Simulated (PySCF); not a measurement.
# BH6NP2: electronic excitations and core binding energies

Aim: predict the electronic excitations and core binding energies of BH6NP2 (`NB(P)P`).

Programs: PySCF 2.14.0, with density-fitted response routines of our own. Each step states its level of theory. These are calculated values for one molecule in the gas phase, unless marked as measured. Atoms are numbered from 0 throughout.

## Step 1: The molecule as given

10 atoms, charge 0, multiplicity 1; geometry from: GFN2-xTB.

Bonds of the start (Å): N0–B1 1.38, B1–P2 1.92, B1–P3 1.92, N0–H4 1.01, N0–H5 1.01, P2–H6 1.38, P2–H7 1.38, P3–H8 1.38, P3–H9 1.38.

## Step 2: Ultraviolet spectrum: CAM-B3LYP/def2-SVPD

The job: settings as JSON, then the geometry in Å.

```
{"job": {"kind": "uv", "xc": "CAM-B3LYP", "basis": "def2-SVPD", "nstates": 8, "ntriplets": 3}, "charge": 0, "multiplicity": 1}
N     -0.380647     1.417720    -0.130489
B     -0.022986     0.089392    -0.009873
P      1.709403    -0.496138    -0.581433
P     -1.258348    -1.175108     0.728850
H     -1.286553     1.778986     0.124680
H      0.234568     2.133871    -0.483773
H      1.944666    -1.345881     0.485288
H      2.436249     0.543554    -0.026101
H     -2.379063    -0.746926     0.037247
H     -0.988407    -2.194816    -0.166922
```

Method: TDDFT CAM-B3LYP/def2-SVPD, vertical, gas phase, core orbitals frozen in the response.

Started as:

```bash
$ OMP_NUM_THREADS=1 python probes_run.py task.json out
```

This one command runs all jobs of the session in turn.

**Question.** This job is followed by: delta-SCF UKS SCAN, pcX-2 on the ionised atom, pcseg-1 elsewhere, spin-free X2C. What will the session give for the following? lowest singlet (CAM-B3LYP/def2-SVPD); brightest single state of those computed; lowest triplet; N1s binding energies, SCAN/pcX-2; B1s binding energies, SCAN/pcX-2; P1s binding energies, SCAN/pcX-2; P2p binding energies, SCAN/pcX-2.

The runs gave:

```
                                quantity                        value
    lowest singlet (CAM-B3LYP/def2-SVPD)  5.86 eV (212 nm), f = 0.029
brightest single state of those computed  state 3, 6.36 eV, f = 0.120
                          lowest triplet                      5.01 eV
        N1s binding energies, SCAN/pcX-2                 N0 405.36 eV
        B1s binding energies, SCAN/pcX-2                 B1 195.55 eV
        P1s binding energies, SCAN/pcX-2                P2 2149.42 eV
        P2p binding energies, SCAN/pcX-2                 P2 136.23 eV
```

In words: The lowest singlet, at 5.86 eV, is HOMO→LUMO+1 0.90 and is weak; of the 8 states computed, the strongest absorption comes from state 3 at 6.36 eV (the last state computed is bright too, and its partners may lie past the list). The lowest triplet lies 0.85 eV below the lowest singlet (triplets in Tamm-Dancoff, singlets in full TDDFT).
